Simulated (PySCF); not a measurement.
**Bi(BH4)3: other functionals and bases at one geometry**

The task here is to estimate one member of a computed series from the others.

Program: PySCF 2.14.0. Level of theory: several levels, as the steps say, no spin–orbit coupling. These are calculated values, not measurements.

1 further run of the same task is left out (for a known fault of the program).

## The system as given

16 atoms, charge 0, spin multiplicity 1.

Bond lengths: Bi1–B2 2.492 Å, Bi1–H5 2.064 Å, Bi1–B7 2.492 Å, Bi1–H10 2.064 Å, Bi1–B12 2.492 Å, Bi1–H15 2.064 Å, B2–H3 1.216 Å, B2–H4 1.220 Å, B2–H5 1.303 Å, B2–H6 1.235 Å, B7–H8 1.216 Å, B7–H9 1.220 Å, B7–H10 1.303 Å, B7–H11 1.235 Å, B12–H13 1.216 Å, B12–H14 1.220 Å, B12–H15 1.303 Å, B12–H16 1.235 Å. Angles: B2–Bi1–H5 31.5°, B2–Bi1–B7 112.1°, B2–Bi1–H10 88.5°, B2–Bi1–B12 112.1°, B2–Bi1–H15 105.0°, H5–Bi1–B7 105.0°, H5–Bi1–H10 74.2°, H5–Bi1–B12 88.5°, H5–Bi1–H15 74.2°, B7–Bi1–H10 31.5°, B7–Bi1–B12 112.1°, B7–Bi1–H15 88.5°, H10–Bi1–B12 105.0°, H10–Bi1–H15 74.2°, B12–Bi1–H15 31.5°, Bi1–B2–H3 145.0°, Bi1–B2–H4 89.4°, Bi1–B2–H5 55.8° and more.

Coordinates:

| atom | x (Å) | y (Å) | z (Å) |
| --- | --- | --- | --- |
| Bi1 | 0.0000 | 0.0000 | 0.6818 |
| B2 | 2.3870 | 0.0135 | -0.0355 |
| H3 | 3.1410 | 0.1135 | -0.9845 |
| H4 | 2.6206 | -0.8730 | 0.7690 |
| H5 | 1.3946 | -0.3472 | -0.7996 |
| H6 | 2.1887 | 1.1235 | 0.4673 |
| B7 | -1.2052 | 2.0604 | -0.0355 |
| H8 | -1.6688 | 2.6634 | -0.9845 |
| H9 | -0.5543 | 2.7060 | 0.7690 |
| H10 | -0.3966 | 1.3814 | -0.7996 |
| H11 | -2.0674 | 1.3337 | 0.4673 |
| B12 | -1.1818 | -2.0739 | -0.0355 |
| H13 | -1.4722 | -2.7769 | -0.9845 |
| H14 | -2.0663 | -1.8330 | 0.7690 |
| H15 | -0.9980 | -1.0342 | -0.7996 |
| H16 | -0.1214 | -2.4573 | 0.4673 |

Formal oxidation states: Bi +3. An earlier session relaxed this geometry at PBE0, Bi def2-SVP with ECP60, B def2-SVP, H def2-SVP (singlet, point group C3).

At PBE0 on the finer grid: E = -296.085840 Eh, HOMO -8.64 eV, LUMO -2.37 eV, Mulliken charge on Bi1 +0.67 e, largest force component 0.010 eV/Å. 

Levels to run: r2SCAN; B3LYP; PBE0, TZVP. Hardware: 2 threads of Arm Neoverse V1, shared host.

Set-up of the first run:

Input file run.py (the lines that set the calculation):

```python
mol = gto.M(atom='''
Bi     0.00000     0.00000     0.68185
B      2.38696     0.01353    -0.03549
H      3.14099     0.11349    -0.98452
H      2.62057    -0.87296     0.76898
H      1.39463    -0.34721    -0.79964
H      2.18873     1.12353     0.46731
B     -1.20520     2.06041    -0.03549
H     -1.66878     2.66343    -0.98452
H     -0.55428     2.70596     0.76898
H     -0.39662     1.38139    -0.79964
H     -2.06737     1.33373     0.46731
B     -1.18177    -2.07394    -0.03549
H     -1.47221    -2.77692    -0.98452
H     -2.06629    -1.83300     0.76898
H     -0.99801    -1.03418    -0.79964
H     -0.12136    -2.45726     0.46731''',
    basis={'Bi': 'def2-SVP', 'B': 'def2-SVP', 'H': 'def2-SVP'},
    ecp={'Bi': 'def2-SVP'},
    charge=0, spin=0)
mf = dft.RKS(mol, xc='R2SCAN')
mf.grids.atom_grid = (75, 302)
mf = mf.density_fit()  # fitting sets: Bi def2-universal-JKFIT, B def2-universal-JKFIT, H def2-universal-JKFIT
mf.conv_tol = 1e-08; mf.max_cycle = 55
mf.kernel(dm0)  # dm0: the density of the relaxed state
```

Command:

```bash
$ OMP_NUM_THREADS=2 python run.py
```

Steps of the session up to this table: r2SCAN; B3LYP; PBE0, TZVP.

One table of the session follows, with a row left open; its other results are not shown here.

| level | HOMO (eV) | gap (eV) | charge on Bi1 (e) | dipole (D) | largest force component (eV/Å) |
| --- | --- | --- | --- | --- | --- |
| PBE0 (relaxed here) | -8.64 | 6.27 | 0.67 | 1.62 | 0.01 |
| r2SCAN | -7.79 | 4.89 | 0.67 | 1.54 | 0.15 |
| B3LYP | -8.46 | 5.89 | 0.68 | 1.70 | 0.25 |
| PBE0, TZVP | ? | ? | ? | ? | ? |

Q: Estimate the row for PBE0, TZVP from the others.

As computed: HOMO (eV): -8.67; gap (eV): 6.33; charge on Bi1 (e): 0.83; dipole (D): 1.73; largest force component (eV/Å): 0.22. In the column «HOMO (eV)» it is the lowest.

In one basis the HOMO–LUMO gap runs from 4.89 eV (r2SCAN) to 6.27 eV (PBE0). The largest leftover force, 0.25 eV/Å with B3LYP, stands at a geometry relaxed at another level. Total energies of different levels can't be compared.
